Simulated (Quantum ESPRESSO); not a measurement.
MoRu under changes of volume

One of the cells (14.910 Å³/atom); the others are scaled copies at fixed shape and fractional positions:

```
Ru Mo
1.0
     2.77741    0.00000    0.00000
    -1.38871    2.40531    0.00000
     0.00000    0.00000    4.46371
Ru Mo
1 1
Direct
  0.33333 0.66667 0.50000
  0.66667 0.33333 0.00000
```

The cell comes from a database or a generator and needn't be the stable form of this composition.

```yaml
Program: Quantum ESPRESSO 7.5
Functional: r2SCAN
Potentials_or_basis: SG15 PBE 1.2
Cutoff: 952 eV
Density_cutoff: 3810 eV
k_mesh: 7 × 7 × 4
Occupations: fermi-dirac, width 0.05 eV
Spin: no spin polarisation
```

```csv
volume (Å³/atom),energy over the lowest point (meV/atom),pressure (GPa)
14.015,15.33,11.0
14.314,1.51,4.0
14.612,0.00,-2.3
14.910,9.51,-7.9
15.208,28.86,-12.9
15.506,57.04,-17.3
15.805,?,?
```

**Question.** What does the run at 15.805 Å³/atom give?

**Answer.** Energy over the lowest point 93.09 meV/atom; pressure -21.3 GPa.

Worked out: A Birch-Murnaghan fit of order 3 (a polynomial in V^(-2/3)) to the other rows has its minimum at 14.50 Å³/atom with B0 = V·E''(V) = 299 GPa and B' = 4.3 at fixed shape and positions, which overstates the stiffness. It gives 93.28 meV/atom at 15.805 Å³/atom, against the run's 93.09, and -dE/dV = -21.4 GPa, against -21.3.

Energies are extrapolated to zero smearing.

Caveats: all runs use coarse meshes; the potentials were made for another functional, which shifts forces and pressure.
